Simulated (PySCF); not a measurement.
# Cl2GeI2 (GeI2Cl2): the cost of one run

Computed with PySCF 2.14.0, with density-fitted response routines of our own, on a single molecule in the gas phase. Atoms are numbered from 0 throughout.

## Step 1: The starting structure

5 atoms, charge 0, multiplicity 1; geometry from: GFN2-xTB. The atoms were then displaced at random by about 0.03 Å, so the start is not that level's minimum.

Bonds of the start (Å): Ge0–I1 2.52, Ge0–I2 2.44, Ge0–Cl3 2.18, Ge0–Cl4 2.13.

## Step 2: Optimising the geometry at PBE0-D3(BJ)/def2-SVP

The job: settings as JSON, then the geometry in Å.

```
{"job": {"xc": "PBE0", "basis": "def2-SVP", "d3": "d3bj", "grid": 1, "maxiter": 40, "shake": 0.03, "kind": "geom"}, "charge": 0, "multiplicity": 1}
Ge    -0.018740    -0.076460    -0.043410
I     -0.075060    -0.033230     2.472340
I      2.249430     0.005620    -0.926710
Cl    -0.990400     1.741550    -0.757860
Cl    -1.090380    -1.747960    -0.806480
```

On the command line:

```
OMP_NUM_THREADS=1 python probes_run.py task.json out
```

This one command runs all jobs of the session in turn.

Q: Estimate the wall time and peak memory of this first job on 1 thread of Arm Neoverse V1, shared host.

About 99 s, with a peak of 0.51 GiB.
